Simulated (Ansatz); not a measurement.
LuBr, space group P6_3mc, a convergence test of the k-point mesh

With the Ansatz DFT code, driven from Python.

Notebook, run cell by cell (the value of a cell's last expression is shown):

In [1]:
```python
import warnings

import ansatz as az
```

In [2]:
```python
warnings.simplefilter("ignore", az.DeckWarning)
```

In [3]:
```python
structure = (
    az.Lattice.from_parameters(3.606874, 3.606874, 9.871749, alpha=90.0, beta=90.0, gamma=120.0)
    .atom("Lu", (1 / 3, 2 / 3, 0.33099))
    .atom("Lu", (2 / 3, 1 / 3, 0.83099))
    .atom("Br", (1 / 3, 2 / 3, 0.04401))
    .atom("Br", (2 / 3, 1 / 3, 0.54401))
)
```

In [4]:
```python
structure.resolved().tree()["lattice"]
```
Out [4]:
```text
((3.606874, 0.0, 0.0), (-1.803436999999999, 3.1236445122495935, 0.0),
 (6.044702907418043e-16, 1.0469732552307358e-15, 9.871749))
```

In [5]:
```python
base = (
    structure.calculation()
    .functional("lda")
    .basis(510)
    .occupations("fermi_dirac", width=100 * az.meV)
)

rows = []
for value in [(3, 3, 1), (5, 5, 2), (6, 6, 2), (7, 7, 3), (9, 9, 3)]:
    report = base.kpoints(mesh=value).run(threads=1, backend="cpu").report
    rows.append((value, report["free_energy_ev"] / len(report["lattice"]["sites"]), report["n_iterations"], report["n_kpoints"]))

print("        mesh   F/atom (eV)    iterations      k-points")
for row in rows:
    print(f"{str(row[0]):>12s}  {row[1]:12.5f}  {row[2]:12d}  {row[3]:12d}")
```
```text
        mesh   F/atom (eV)    iterations      k-points
   (3, 3, 1)   -8594.28136             8             3
   (5, 5, 2)   -8594.36157             8            10
   (6, 6, 2)   -8594.35935             8            14
   (7, 7, 3)   -8594.35709             8            16
   (9, 9, 3)   -8594.35762             8            24
```

In [6]:
```python
for row in rows[:-1]:
    shift = 1000 * (row[1] - rows[-1][1])
    print(f"{row[0]}: {shift:+.2f} meV/atom" + ("  (within 5 meV)" if abs(shift) < 5 else ""))
```
```text
(3, 3, 1): +76.26 meV/atom
(5, 5, 2): -3.95 meV/atom  (within 5 meV)
(6, 6, 2): -1.73 meV/atom  (within 5 meV)
(7, 7, 3): +0.53 meV/atom  (within 5 meV)
```

From 5×5×2 on it stays within 5 meV an atom of the value at 9×9×3; the first row (3×3×1) is off by 76.3 meV and the last but one by 0.53 meV. This holds for F at a smearing of 0.1 eV; a narrower one needs a denser mesh. It goes up and down, since the sum over k-points isn't variational.

Notes:
- The structure comes from a database of computed cells and needn't be a stable or known phase.
- Shifts are counted from the finest mesh, which is itself no proven limit.
- Timing: 30 s on 1 thread of Arm Neoverse V1, on a shared host, peak memory 0.44 GiB.
